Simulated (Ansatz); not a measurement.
Predict the output of the script below (the Python package of Ansatz (0.2.0)).

`c2h6alf_energy.py`:
```python
# -*- coding: utf-8 -*-
"""Single point of C2H6AlF."""

from pathlib import Path
import warnings

import ansatz
import numpy as np

BASIS = "def2-SVP"
METHOD = "MP2"


def main():
    warnings.simplefilter("ignore", ansatz.DeckWarning)

    system = (
        ansatz.Crystal.molecule()
        .atom("C", (-0.5756, 0.0425, -1.0499))
        .atom("C", (-0.0456, -0.7678, 0.0572))
        .atom("F", (-1.0915, -1.446, 0.6859))
        .atom("Al", (1.0039, 0.3715, 1.3934))
        .atom("H", (-1.1494, -0.5715, -1.8075))
        .atom("H", (-1.3496, 0.8382, -0.6532))
        .atom("H", (0.2132, 0.631, -1.5909))
        .atom("H", (0.7124, -1.4818, -0.3751))
        .atom("H", (0.0517, 1.3161, 2.383))
        .atom("H", (2.3136, 1.0166, 0.9602))
    )

    calculation = (
        system.calculation()
        .basis(gaussian=BASIS)  # atom-centred Gaussian functions
        .correlation(METHOD)
        .forces()
        .orbitals()
    )
    result = calculation.run(runs_dir="out")
    rep = result.report

    print("reference energy %16.6f eV" % rep["reference_energy_ev"])
    print("total energy     %16.6f eV" % rep["free_energy_ev"])
    print("occupied orbitals outside the frozen core (up, down):", rep["n_occupied"], " frozen:", rep["n_frozen"], " virtual:", rep["n_virtual"])

    parts = rep["correlation"]
    for name in ("random_phase", "coupled_cluster", "perturbative"):
        if name in parts:
            print(f"{name:16s} {parts[name]['energy']['hartree']:12.7f} Ha")
    if "second_order" in parts:
        pair = parts["second_order"]
        print(f"MP2 same spin {pair['same_spin']['hartree']:.7f} Ha, opposite spin {pair['opposite_spin']['hartree']:.7f} Ha")

    symbols = [site.symbol for site in system.cartesian_sites]
    print("forces (eV/A)")
    for symbol, f in zip(symbols, rep["forces_ev_ang"]):
        print(f"  {symbol:2s} {f[0]:9.4f} {f[1]:9.4f} {f[2]:9.4f}")

    charges = rep["charge_distribution"]
    print("dipole moment", round(4.803205 * float(np.linalg.norm(charges["dipole_moment_e_ang"])), 3), "D")
    print("Mulliken:", [(s, round(q, 3)) for s, q in zip(symbols, charges["mulliken_charges_e"])])

    lines = Path(rep["orbitals_path"]).read_text().splitlines()
    field_of = lambda key: [line.split("=")[1].strip() for line in lines if line.startswith(key)]
    orbitals = [(27.211386 * float(e), s, float(n)) for e, s, n in zip(field_of("Ene="), field_of("Spin="), field_of("Occup="))]
    homo = max(e for e, _, n in orbitals if n > 0.5)
    lumo = min(e for e, _, n in orbitals if n < 0.5)
    print(f"HOMO {homo:.3f} eV, LUMO {lumo:.3f} eV, gap {lumo - homo:.3f} eV")


if __name__ == "__main__":
    main()
```

```console
$ python c2h6alf_energy.py
reference energy    -11437.337160 eV
total energy        -11451.945230 eV
occupied orbitals outside the frozen core (up, down): [12, 12]  frozen: 8  virtual: [70, 70]
MP2 same spin -0.1212592 Ha, opposite spin -0.4155774 Ha
forces (eV/A)
  C    -2.2430    2.4384   -1.1276
  C     2.1124   -0.7217    1.1494
  F     0.0168   -0.3091   -0.0855
  Al   -2.3439    1.1568   -0.1432
  H     0.5878    0.4130    0.6115
  H     1.3486   -1.3880   -0.6871
  H    -0.3877   -0.5427    0.3369
  H    -0.8333   -0.1260    0.2212
  H     0.6702   -0.8634   -0.2083
  H     1.0721   -0.0572   -0.0672
dipole moment 1.989 D
Mulliken: [('C', -0.144), ('C', -0.048), ('F', -0.311), ('Al', 0.743), ('H', 0.06), ('H', 0.059), ('H', 0.052), ('H', 0.035), ('H', -0.219), ('H', -0.226)]
HOMO -10.348 eV, LUMO 0.603 eV, gap 10.951 eV
```

Reading the output:
- Total energies depend on the basis set; only differences at equal settings carry meaning.
- The geometry is a force-field or estimated start, not a minimum of this method, and the basis set is short of its limit.
- Levels such as HOMO and LUMO are orbital energies: in Hartree-Fock the gap is too wide and the LUMO hangs on the basis.
- Run time: 2.6 s on 1 thread of Arm Neoverse V2, with other jobs on the host, peak memory 0.24 GiB.
